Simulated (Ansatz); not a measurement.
# Si10H16: relaxing the structure

Aim: relax Si10H16 from a cheap starting geometry.

Method: RKS PBE0-D4/def2-TZVP; program: Ansatz 0.2.0, Gaussian basis.

The runs, in order: relaxation at PBE0-D4/def2-TZVP.

1 further run of the same task is left out (set aside as unsound or not needed).

## (1) Where the work starts

SMILES `[SiH2]1[SiH]2[SiH2][SiH]3[SiH2][SiH]1[SiH2][SiH]([SiH2]2)[SiH2]3`, 26 atoms, charge 0, spin multiplicity 1.

Atoms are counted from 1 here; the program's logs count them from 0.

Bond lengths: Si1–Si2 2.341 Å, Si1–Si6 2.340 Å, Si1–H11 1.468 Å, Si1–H12 1.468 Å, Si2–Si3 2.341 Å, Si2–Si9 2.340 Å, Si2–H13 1.474 Å, Si3–Si4 2.341 Å, Si3–H14 1.468 Å, Si3–H15 1.468 Å, Si4–Si5 2.340 Å, Si4–Si10 2.341 Å, Si4–H16 1.474 Å, Si5–Si6 2.340 Å, Si5–H17 1.468 Å, Si5–H18 1.468 Å, Si6–Si7 2.340 Å, Si6–H19 1.474 Å and more. Angles: Si2–Si1–Si6 109.7°, Si2–Si1–H11 110.9°, Si2–Si1–H12 110.9°, Si6–Si1–H11 110.9°, Si6–Si1–H12 110.9°, H11–Si1–H12 103.3°, Si1–Si2–Si3 109.3°, Si1–Si2–Si9 109.2°, Si1–Si2–H13 109.6°, Si3–Si2–Si9 109.4°, Si3–Si2–H13 109.6°, Si9–Si2–H13 109.7°, Si2–Si3–Si4 109.8°, Si2–Si3–H14 110.9°, Si2–Si3–H15 110.8°, Si4–Si3–H14 111.0°, Si4–Si3–H15 110.9°, H14–Si3–H15 103.3° and more.

The start is a GFN2-xTB geometry.

## (2) Geometry optimisation, PBE0-D4/def2-TZVP

in.yaml

```yaml
crystal:
  periodic: [false, false, false]
  atoms:
    - {symbol: Si, position_ang: [-2.106320, 0.772870, -1.502660]}
    - {symbol: Si, position_ang: [-0.702550, -1.037880, -1.982510]}
    - {symbol: Si, position_ang: [-0.787930, -2.572090, -0.217020]}
    - {symbol: Si, position_ang: [-0.090400, -1.541100, 1.765030]}
    - {symbol: Si, position_ang: [-1.493830, 0.270810, 2.235670]}
    - {symbol: Si, position_ang: [-1.408860, 1.811000, 0.475510]}
    - {symbol: Si, position_ang: [0.790140, 2.569250, 0.219630]}
    - {symbol: Si, position_ang: [2.201090, 0.763420, -0.258640]}
    - {symbol: Si, position_ang: [1.492330, -0.266120, -2.236100]}
    - {symbol: Si, position_ang: [2.105830, -0.775920, 1.501570]}
    - {symbol: H, position_ang: [-3.505240, 0.338240, -1.402050]}
    - {symbol: H, position_ang: [-2.129290, 1.728600, -2.617210]}
    - {symbol: H, position_ang: [-1.145510, -1.691050, -3.227830]}
    - {symbol: H, position_ang: [0.030710, -3.755100, -0.511110]}
    - {symbol: H, position_ang: [-2.140440, -3.124480, -0.071010]}
    - {symbol: H, position_ang: [-0.145830, -2.512200, 2.872920]}
    - {symbol: H, position_ang: [-1.121250, 0.906600, 3.505580]}
    - {symbol: H, position_ang: [-2.870570, -0.180800, 2.472650]}
    - {symbol: H, position_ang: [-2.293870, 2.951900, 0.772700]}
    - {symbol: H, position_ang: [0.874820, 3.592490, -0.829960]}
    - {symbol: H, position_ang: [1.241370, 3.280710, 1.422070]}
    - {symbol: H, position_ang: [3.585030, 1.245480, -0.419720]}
    - {symbol: H, position_ang: [2.394230, -1.361530, -2.613480]}
    - {symbol: H, position_ang: [1.592310, 0.659440, -3.371970]}
    - {symbol: H, position_ang: [2.605270, -0.177960, 2.746280]}
    - {symbol: H, position_ang: [3.028780, -1.894570, 1.271660]}
basis:
  gaussian: {orbitals: def2-TZVP}
hamiltonian: {xc: pbe0, dispersion: d4}
relax: {f_tol: 0.005, max_steps: 150}
```

Before running them: what should the planned runs give, taken together? Wanted: point group; shift from the start; total energy; dispersion term; dipole moment.

As calculated:

```
                  quantity           value
               point group              Td
                     steps               4
shift from the start (rms)         0.047 Å
              total energy  -79009.5922 eV
           dispersion term       -1272 meV
             dipole moment          0.00 D
```

**Reading.** The atoms moved 0.05 Å (rms) from the start; the bond that changed most is Si5–H18, from 1.468 to 1.491 Å. No vibrations were run, so it is not proven to be a minimum.
